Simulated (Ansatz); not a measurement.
**SbP: up Jacob's ladder to CCSD(T)**

How much do the methods differ for SbP? The plan is to run it at one geometry with functionals of several rungs and with coupled cluster, and see how far each lands from CCSD(T) at the basis-set limit for the atomisation energy.

Program: Ansatz 0.2.0, Gaussian basis. Level of theory: functionals in def2-TZVPP, the program's frozen cores in correlated methods. These are calculated values, not measurements.

Levels to be run: LDA (SPW92), PBE-D4, revPBE-D4, BLYP-D4, r2SCAN-D4, B97M-V, PBE0-D4, B3LYP-D4, r2SCANh-D4, r2SCAN0-D4, HSE06-D4, BHLYP-D4, CAM-B3LYP-D4, LC-ωPBE, ωB97X-V, ωB97M-V, B2PLYP, PBE-QIDH; CCSD(T)/def2-SVP; CCSD(T)/def2-TZVPP; CCSD(T)/def2-QZVPP; extrapolation to the limit; RPA on PBE.

## Step 1: Structure used throughout

The geometry comes from an earlier relaxation with PBE0-D4 in a triple-zeta def2 set; it is a stationary point. Sb takes the def2 core potential; no spin-orbit term is included.

SMILES `[P]#[Sb]`, 2 atoms, charge 0, spin multiplicity 1.

Atoms are counted from 1 here; the program's logs count them from 0.

Bond lengths: P1–Sb2 2.183 Å.

## Step 2: LDA

This LDA is Slater exchange with PW92 correlation.

Input file in.yaml:

```yaml
crystal:
  periodic: [false, false, false]
  atoms:
    - {symbol: P, position_ang: [0.931202, -0.310378, 0.477370]}
    - {symbol: Sb, position_ang: [-0.931202, 0.310378, -0.477370]}
basis:
  gaussian: {orbitals: def2-TZVPP}
hamiltonian: {xc: lda}
output: {orbitals: {seedname: orbitals}}
```

Started as:

```
> ansatz run in.yaml --threads 2 --pin off --events-out ev --progress --plain --max-ram 20480MiB --backend cpu
```

Further steps of the session: PBE-D4 (GGA); revPBE-D4 (GGA); BLYP-D4 (GGA); r2SCAN-D4 (meta-GGA); B97M-V (meta-GGA); PBE0-D4 (hybrid); B3LYP-D4 (hybrid); r2SCANh-D4 (hybrid); r2SCAN0-D4 (hybrid); HSE06-D4 (hybrid); BHLYP-D4 (hybrid); CAM-B3LYP-D4 (range-separated); LC-ωPBE (range-separated); ωB97X-V (range-separated); ωB97M-V (range-separated); B2PLYP (double hybrid); PBE-QIDH (double hybrid); CCSD(T) in def2-SVP; CCSD(T) in def2-TZVPP; CCSD(T) in def2-QZVPP; RPA on PBE orbitals.

Q: Predict the results of all the runs planned. Wanted: atomisation energy, CCSD(T)/CBS; farthest beyond LDA; mean size of error, GGA; mean size of error, meta-GGA; mean size of error, hybrid; mean size of error, range-separated; mean size of error, double hybrid; gap, smallest and largest; T1 diagnostic.

As calculated:

```
                               quantity                                 value
        atomisation energy, CCSD(T)/CBS                         86.8 kcal/mol
functionals within 0.9 kcal/mol (1.0 %)                   revPBE-D4, B3LYP-D4
                    farthest beyond LDA              LC-ωPBE (-23.0 kcal/mol)
                mean size of error, GGA                          4.4 kcal/mol
           mean size of error, meta-GGA                          4.5 kcal/mol
             mean size of error, hybrid                          8.6 kcal/mol
    mean size of error, range-separated                         10.2 kcal/mol
      mean size of error, double hybrid                          6.0 kcal/mol
              gap, smallest and largest  2.85 eV (BLYP-D4), 8.65 eV (LC-ωPBE)
                          T1 diagnostic                                0.0163
triples share of the correlation energy                                 5.2 %
```

What this shows: LDA overbinds by 26.6 kcal/mol (31 %). PBE-D4 misses by +5.1 kcal/mol. Double hybrids carry the basis error of their MP2 part in triple zeta, and no dispersion term here, so their miss is partly the set-up's. By mean error the best rung here is GGA (4.4 kcal/mol) and the worst beyond LDA is range-separated (10.2 kcal/mol). The gap between the best rungs is small, so their order is not settled. RPA and LDA stand outside this count. The reference freezes the cores and leaves out spin-orbit coupling and excitations past (T), and its outer-core shells are covered unevenly, so misses under about 0.9 kcal/mol can't be ranked. All levels share the lack of spin-orbit coupling, which lowers the free heavy atoms and so the true binding. Hartree-Fock recovers 6 % of the binding; the rest is correlation. CCSD(T) in def2-SVP is off by -25.3 kcal/mol, so the small basis spoils what the method gains. Orbital gaps span 2.8 to 8.7 eV; exact exchange widens them. The restricted reference is unstable towards a spin-broken one. Correlated methods include outer-core shells of Sb, which these sets cover unevenly.
